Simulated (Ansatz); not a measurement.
Crystal: TiSn.

```xyz
2
Lattice="0.0000 2.8005 2.8005 2.8005 0.0000 2.8005 2.8005 2.8005 0.0000" Properties=species:S:1:pos:R:3 pbc="T T T"
Ti    0.0000    0.0000    0.0000
Sn    2.8005    2.8005    2.8005
```

The cell was built by a generator and needn't be a form met in nature.

| Quantity | Value |
| --- | --- |
| Program | Ansatz 0.2.0 |
| Task | relaxation of cell and atoms |
| Functional | PBE |
| Dispersion | D3(BJ)-ATM |
| Potentials or basis | Ansatz PAW |
| Cutoff | 420 eV (not typed: the program's choice for these potentials) |
| k mesh | 8 × 8 × 8 |
| Occupations | fermi-dirac, width 0.05 eV |
| Spin | no spin polarisation |

At the start: volume 21.96 Å³/atom.

Q: How do energy, volume and symmetry change on relaxing?

A: It ends after 4 steps and the volume is 21.19 Å³/atom (-3.5 %); space group Fm-3m (No. 225, to 0.05 Å).

The path:
| step | energy change (eV) | largest force (eV/Å) | volume (Å³) |
| --- | --- | --- | --- |
| 1 | 0.0000 | 0.0000 | 43.93 |
| 2 | -0.0152 | 0.0000 | 42.49 |
| 3 | -0.0153 | 0.0000 | 42.38 |
| 4 | -0.0150 | 0.0000 | 42.38 |

Final structure:
```
CELL_PARAMETERS angstrom
0.00000 2.76721 2.76721
2.76721 0.00000 2.76721
2.76721 2.76721 0.00000
ATOMIC_POSITIONS crystal
Ti 0.00000 0.00000 0.00000
Sn 0.50000 0.50000 0.50000
```

Caveat: the plane-wave basis is chosen anew once the cell has moved, so the energies of steps on either side of that aren't comparable; pairwise dispersion overbinds metals, which lowers pressure and volume.
